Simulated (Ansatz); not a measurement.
# CH7O2PSi2: the cost of one run

Program: Ansatz 0.2.0 through its Python package. The levels of theory stand in the script. These are calculated values, not measurements.

**1. Starting point**

Bond lengths: O1–C2 1.222 Å, C2–O3 1.354 Å, C2–Si4 1.872 Å, Si4–Si5 2.293 Å, Si4–P6 2.245 Å, O3–H7 0.982 Å, Si4–H8 1.494 Å, Si5–H9 1.489 Å, Si5–H10 1.489 Å, Si5–H11 1.487 Å, P6–H12 1.414 Å, P6–H13 1.415 Å. Angles (14 of 19 angles, heavy atoms first): O1–C2–O3 120.3°, O1–C2–Si4 119.3°, O3–C2–Si4 120.4°, C2–Si4–Si5 106.2°, C2–Si4–P6 110.8°, Si5–Si4–P6 110.9°, C2–O3–H7 104.9°, C2–Si4–H8 112.7°, Si5–Si4–H8 110.9°, P6–Si4–H8 105.5°, Si4–Si5–H9 110.7°, Si4–Si5–H10 110.8°, Si4–Si5–H11 111.9°, Si4–P6–H12 96.8°.

No structure file is read: the coordinates are typed or built in the script.

**2. Script**

Contents of run_disp.py:

```python
# -*- coding: utf-8 -*-
"""Size of D3 and D4 in CH7O2PSi2."""

import warnings

import ansatz as az
from ase import Atoms


def main():
    warnings.simplefilter("ignore", az.DeckWarning)

    atoms = Atoms(["O", "C", "O", "Si", "Si", "P", "H", "H", "H", "H", "H", "H", "H"], positions=[
        [-1.0553, 2.2434, 0.3598],
        [-1.1248, 1.0468, 0.1237],
        [-2.1743, 0.5485, -0.5718],
        [0.2263, -0.0901, 0.7444],
        [2.0331, 0.2532, -0.6257],
        [-0.4389, -2.2328, 0.6689],
        [-2.7422, 1.3261, -0.7652],
        [0.5844, 0.1665, 2.1715],
        [3.1535, -0.6547, -0.2553],
        [1.6809, -0.0254, -2.045],
        [2.5407, 1.6486, -0.5372],
        [-1.6638, -2.0513, 1.3524],
        [-1.0197, -2.1788, -0.6205],
    ])
    system = az.Crystal.molecule_from_ase(atoms)

    job = system.calculation().basis(gaussian="def2-SVP")
    for name in ["b3lyp", "pbe0"]:
        for correction in ("d3bj", "d4"):
            rep = job.functional(name, dispersion=correction).run().report
            print(f"{name:8s} {correction:5s} total {rep['free_energy_ev']:.5f} eV, of which dispersion {1000 * rep['dispersion']['energy']['ev']:.2f} meV")


if __name__ == "__main__":
    main()
```

**3. The input behind the calls**

The package turns the script's settings into the engine's input (first run):

```yaml
crystal:
  periodic: [false, false, false]
  atoms:
    - { symbol: O, position_ang: [-1.0553, 2.2434, 0.3598] }
    - { symbol: C, position_ang: [-1.1248, 1.0468, 0.1237] }
    - { symbol: O, position_ang: [-2.1743, 0.5485, -0.5718] }
    - { symbol: Si, position_ang: [0.2263, -0.0901, 0.7444] }
    - { symbol: Si, position_ang: [2.0331, 0.2532, -0.6257] }
    - { symbol: P, position_ang: [-0.4389, -2.2328, 0.6689] }
    - { symbol: H, position_ang: [-2.7422, 1.3261, -0.7652] }
    - { symbol: H, position_ang: [0.5844, 0.1665, 2.1715] }
    - { symbol: H, position_ang: [3.1535, -0.6547, -0.2553] }
    - { symbol: H, position_ang: [1.6809, -0.0254, -2.045] }
    - { symbol: H, position_ang: [2.5407, 1.6486, -0.5372] }
    - { symbol: H, position_ang: [-1.6638, -2.0513, 1.3524] }
    - { symbol: H, position_ang: [-1.0197, -2.1788, -0.6205] }
basis:
  gaussian:
    orbitals: def2-SVP
hamiltonian:
  xc: b3lyp
  dispersion: d3bj
```

**4. The run**

The run is started by

```console
python run_disp.py
```

What time and memory should one allow on 1 thread of Arm Neoverse V1, shared host?

About 29 s, with a peak of 0.38 GiB.
